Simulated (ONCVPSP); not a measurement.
**P: generating and testing an ONCV potential**

Task: generate the file, and judge it by its errors in other configurations, its logarithmic derivatives, its ghosts and its cutoff.

Program: ONCVPSP 4.0.1. Reference atom: PBE, scalar-relativistic, spherical and spin-unpolarised. All values are calculated.

## 1. The design

Typed settings, in words:

* element: phosphorus (P, Z = 15)
* type: optimised norm-conserving Vanderbilt (ONCV)
* frozen core: [Ne]
* valence charge: 5
* reference configuration: 3s2 3p2.5 (charge +0.5)
* partial waves: 3s: rc 1.40 bohr, ncon 3, nbas 6, qcut 4.6 1/bohr, 2 projectors, debl 0.4 Ha; 3p: rc 1.30 bohr, ncon 4, nbas 7, qcut 6 1/bohr, 2 projectors, debl 1.6 Ha
* local potential: polynomial inside 1.15 bohr (lpopt 5, dvloc0 2 Ha)
* core correction: Teter function, fcfact 2.5, rcfact 1.3

## 2. Generation

P.dat reads:

```
# ATOM AND REFERENCE CONFIGURATION
# atsym  z   nc   nv     iexc    psfile
  P 15.00    3    2        4      upf
#
#   n    l    f
    1    0    2.00
    2    0    2.00
    2    1    6.00
    3    0    2.00
    3    1    2.50
#
# PSEUDOPOTENTIAL AND OPTIMIZATION
# lmax
    1
#
#   l,   rc,      ep,       ncon, nbas, qcut
    0    1.40    0.00    3    6    4.60
    1    1.30    0.00    4    7    6.00
#
# LOCAL POTENTIAL
# lloc, lpopt,  rc(5),   dvloc0
    4    5    1.15    2.00
#
# VANDERBILT-KLEINMAN-BYLANDER PROJECTORs
# l, nproj, debl
    0    2    0.40
    1    2    1.60
#
# MODEL CORE CHARGE
# icmod, fcfact, rcfact
    3    2.50    1.30
#
# LOG DERIVATIVE ANALYSIS
# epsh1, epsh2, depsh
   -2.00    5.00    0.02
#
# OUTPUT GRID
# rlmax, drl
    6.00    0.01
#
# TEST CONFIGURATIONS
# ncnf
    4
# nvcnf
#   n    l    f
    2
    3    0    2.00
    3    1    3.00
#
    2
    3    0    2.00
    3    1    2.00
#
    2
    3    0    2.00
    3    1    1.00
#
    2
    3    0    2.00
    3    1    0.00
#
```

Run with:

```console
$ oncvpsp.x < P.dat > P.out
```

Before running it: what results should come out? Wanted: cutoffs for 1 and 0.1 mHa per electron, occupied waves; bound ghosts; GHOST(+) flags; largest test error; largest phase difference near zero energy, channels read; rms error of d²Exc/dn², without and with the model core; projector energies reset by the program.

The runs gave:

```
                                                quantity                 value
  cutoffs for 1 and 0.1 mHa per electron, occupied waves       33 Ha and 81 Ha
                                            bound ghosts        p at -79.22 eV
                                          GHOST(+) flags            s at 85 eV
                            largest test error (AE − PS)  +11 meV, for 3s2 3p0
largest phase difference near zero energy, channels read             0.000 rad
 rms error of d²Exc/dn², without and with the model core     1.75 and 0.28 mHa
                 projector energies reset by the program   s: -0.677, 0.250 Ha
```

What this shows: A bound ghost (p) makes it unfit for use: electrons can fall into a state that the atom doesn't have. By total energies transferability is good: the largest error is 11 meV on 54.8 eV, for 3s2 3p0. Atomic tests can pass in spite of a ghost, since they solve only for the levels asked. It counts as of middling hardness, with 33 Ha needed at the looser tolerance. At the looser tolerance the 3p wave is the slowest; 3s needs 10 Ha. Near zero energy the phases of the channels with partial waves agree within 0.001 rad. The program also flags highly localised states, GHOST(+) (s). All of this concerns the isolated atom, not yet a solid.
